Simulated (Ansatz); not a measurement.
Run this with Ansatz 0.2.0, Python API and show what comes out.

Script `pbse2.py`:
```python
# -*- coding: utf-8 -*-
"""Density difference of PbSe2 against its sublattices."""

import ansatz as az
import numpy as np

VECTORS = np.array([
    [-3.238633, 3.238633, 3.902196],
    [3.238633, -3.238633, 3.902196],
    [3.238633, 3.238633, -3.902196],
])
SITES = [
    ("Pb", (0.25, 0.25, 0.0)),
    ("Pb", (0.75, 0.75, 0.0)),
    ("Se", (0.629817, 0.129817, 0.759633)),
    ("Se", (0.370183, 0.870183, 0.240367)),
    ("Se", (0.870183, 0.629817, 0.5)),
    ("Se", (0.129817, 0.370183, 0.5)),
]


def build(cell):
    crystal = az.Crystal(lattice=az.Lattice.of(cell))
    for symbol, position in SITES:
        crystal = crystal.atom(symbol, position)
    return crystal

# same cell, cutoff and mesh for the crystal and its parts
def solve(crystal):
    return (
        crystal.calculation()
        .functional(az.Functional.PBESOL)
        .occupations("gaussian", width=0.1)
        .basis(460, grid_basis="typed")
        .kpoints(4, 4, 4)
        .density()
        .run(threads=1)
    )


whole = solve(build(VECTORS))
difference = whole.density().channels[0].density_e_per_ang3.copy()
binding = whole.report["free_energy_ev"]
for element in ["Pb", "Se"]:
    part = az.Crystal(lattice=az.Lattice.of(VECTORS))
    for symbol, position in SITES:
        if symbol == element:
            part = part.atom(symbol, position)
    alone = solve(part)
    difference -= alone.density().channels[0].density_e_per_ang3
    binding -= alone.report["free_energy_ev"]
    print(f"{element} sublattice: {alone.report['n_electrons']:g} electrons, {alone.report['n_iterations']} iterations")

voxel = abs(np.linalg.det(VECTORS)) / difference.size
print(f"energy of the crystal less its unpolarised sublattices: {binding / len(SITES):.4f} eV/atom")
print(f"net charge of the difference {difference.sum() * voxel:.5f} e, charge rearranged {0.5 * np.abs(difference).sum() * voxel:.3f} e")
print(f"extremes {difference.min():.4f} and {difference.max():.4f} e/A^3")
for (symbol, position) in SITES:
    index = tuple(int(round(p * n)) % n for p, n in zip(position, difference.shape))
    print(f"  change of the pseudo-density at the grid point nearest {symbol}: {difference[index]:+.4f} e/A^3")
```

Output of `python pbse2.py`:
```text
DeckWarning: the atoms were moved onto the symmetric positions of the space group found under crystal.symmetry.tolerance 1.0e-5 (fractional; no operation is sought that the atoms, as they stand in a [...]
Pb sublattice: 28 electrons, 6 iterations
Se sublattice: 64 electrons, 7 iterations
energy of the crystal less its unpolarised sublattices: -1.4222 eV/atom
net charge of the difference -0.00000 e, charge rearranged 0.900 e
extremes -0.0620 and 0.0473 e/A^3
  change of the pseudo-density at the grid point nearest Pb: -0.0553 e/A^3
  change of the pseudo-density at the grid point nearest Pb: -0.0553 e/A^3
  change of the pseudo-density at the grid point nearest Se: -0.0340 e/A^3
  change of the pseudo-density at the grid point nearest Se: -0.0340 e/A^3
  change of the pseudo-density at the grid point nearest Se: -0.0340 e/A^3
  change of the pseudo-density at the grid point nearest Se: -0.0322 e/A^3
```
(Warnings from the package without file and line, shortened, repeats left out.)

These settings explore the input space; cutoff and mesh may be short of convergence. The mesh is modest for a metal, so energies can be off by several to tens of meV an atom and pressures by half a GPa or more; differences at equal mesh fare better. Spin-orbit coupling, which matters for elements this heavy, is left out. Densities and potentials on the grid are those of the valence electrons, and inside the cores they hang on the potentials used. The structure comes from a database of computed cells and needn't be a stable or known phase. Charge moved counts every rearrangement, bonding and polarisation too, and is no transfer between atoms; the bare sublattices are artificial references. Values near the nuclei depend on the potentials. The whole script took 12 s on 1 thread of Arm Neoverse V1 (shared host), peak memory 0.5 GiB.
